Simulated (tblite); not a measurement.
# As2CuH8In2N: the cost of one run

Computed with tblite 0.8.0 and PySCF 2.14.0; each step states its level. No surroundings beyond the atoms listed, unless a continuum is named. Atoms count from 0, parts from 1.

## Step 1: The system as given

14 atoms, charge 0, multiplicity 1; geometry: distance geometry start.

## Step 2: Relaxing the cluster with GFN1-xTB

The job: settings as JSON, then the geometry in Å.

```
{"job": {"kind": "relax", "xc": "GFN1-xTB", "basis": "xTB"}, "charge": 0, "multiplicity": 1}
As    -1.075549    -1.888459    -1.330474
In    -1.420564    -2.035871     1.260613
As     0.815017    -0.690296     1.613001
In     1.135952    -0.570318    -1.002072
N      2.839859    -1.653981    -1.617608
Cu     2.917605    -3.318147    -1.061367
H     -0.847680    -3.231293    -1.931742
H     -2.151718    -1.061182    -1.977898
H     -1.327053    -3.641870     1.855248
H     -2.790066    -1.128158     1.785687
H      1.868271    -1.520933     2.268568
H      0.570887     0.646825     2.217926
H      1.038729     1.061544    -1.574202
H      3.696331    -1.185996    -1.728512
```

Method: GFN1-xTB geometry optimisation, gas phase.

Run with:

```
$ OMP_NUM_THREADS=1 python cluster_run.py task.json out
```

This one command runs all jobs of the session in turn.

Q: Estimate the wall time of this first job on 1 thread of Intel Xeon Platinum 8259CL at 2.50GHz, shared host.

About 28 s.
